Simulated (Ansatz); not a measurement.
# CH₄In radical (SMILES [CH2][InH2]): single points off equilibrium

An exercise on one series of results from a longer session: the logs are not shown, and one member is left open.

Method: single points in def2-TZVPP; program: Ansatz 0.2.0, Gaussian basis.

Correlated methods freeze the cores. Filled d shells of the heavier atoms are correlated. Core potentials replace the inner electrons past krypton, and spin-orbit coupling is left out. Orbitals are unrestricted.

**The starting structure**

SMILES `[CH2][InH2]`, 6 atoms, charge 0, spin multiplicity 2.

Atoms are counted from 1 here; the program's logs count them from 0.

Bond lengths: C1–In2 2.171 Å, C1–H3 1.082 Å, C1–H4 1.093 Å, In2–H5 1.712 Å, In2–H6 1.733 Å. Angles: In2–C1–H3 122.7°, In2–C1–H4 122.6°, H3–C1–H4 114.6°, C1–In2–H5 121.3°, C1–In2–H6 122.0°, H5–In2–H6 116.6°.

As a file:

```
C    -0.0540   -1.1842   -0.0073
In    0.0582    0.9843    0.0109
H    -0.2345   -1.7676    0.8854
H     0.0069   -1.7699   -0.9282
H     0.3215    1.8748   -1.4278
H    -0.0933    1.8999    1.4746
```

The first run:

run/in.yaml reads:

```yaml
crystal:
  periodic: [false, false, false]
  atoms:
    - {symbol: C, position_ang: [-0.054000, -1.184200, -0.007300]}
    - {symbol: In, position_ang: [0.058200, 0.984300, 0.010900]}
    - {symbol: H, position_ang: [-0.234500, -1.767600, 0.885400]}
    - {symbol: H, position_ang: [0.006900, -1.769900, -0.928200]}
    - {symbol: H, position_ang: [0.321500, 1.874800, -1.427800]}
    - {symbol: H, position_ang: [-0.093300, 1.899900, 1.474600]}
basis:
  gaussian: {orbitals: def2-TZVPP}
magnetization: {spin_polarized: true, initial_magnetization: 1}
correlation: {method: ccsd_t}
scf: {omitted_lower_state_checks: [cluster_reference]}
output: {forces: true}
```

The command line of these runs was not kept.

Steps of the session up to this table: CCSD(T)/def2-TZVPP; PBE0-D4/def2-TZVPP; wB97M-V/def2-TZVPP; r2SCAN-D4/def2-TZVPP; PBE-D4/def2-TZVPP; LC-wPBE/def2-TZVPP; r2SCANh-D4/def2-TZVPP.

One table of the session follows, with a row left open; its other results are not shown here.

| method | RMS force component (eV/Å) | angle to CCSD(T) forces (°) | dipole (D) |
| --- | --- | --- | --- |
| CCSD(T) | 0.239 | reference | 0.62 |
| PBE0-D4 | 0.249 | 6.5 | 0.69 |
| wB97M-V | ? | ? | ? |
| r2SCAN-D4 | 0.229 | 3.6 | 0.74 |
| PBE-D4 | 0.257 | 25.2 | 0.81 |
| LC-wPBE | 0.306 | 10.6 | 0.59 |
| r2SCANh-D4 | 0.234 | 5.2 | 0.70 |

Estimate the missing values for wB97M-V.

**Answer.** RMS force component (eV/Å): 0.244; angle to CCSD(T) forces (°): 8.1; dipole (D): 0.65. In the column «RMS force component (eV/Å)» it lies between CCSD(T) (0.239) and PBE0-D4 (0.249).
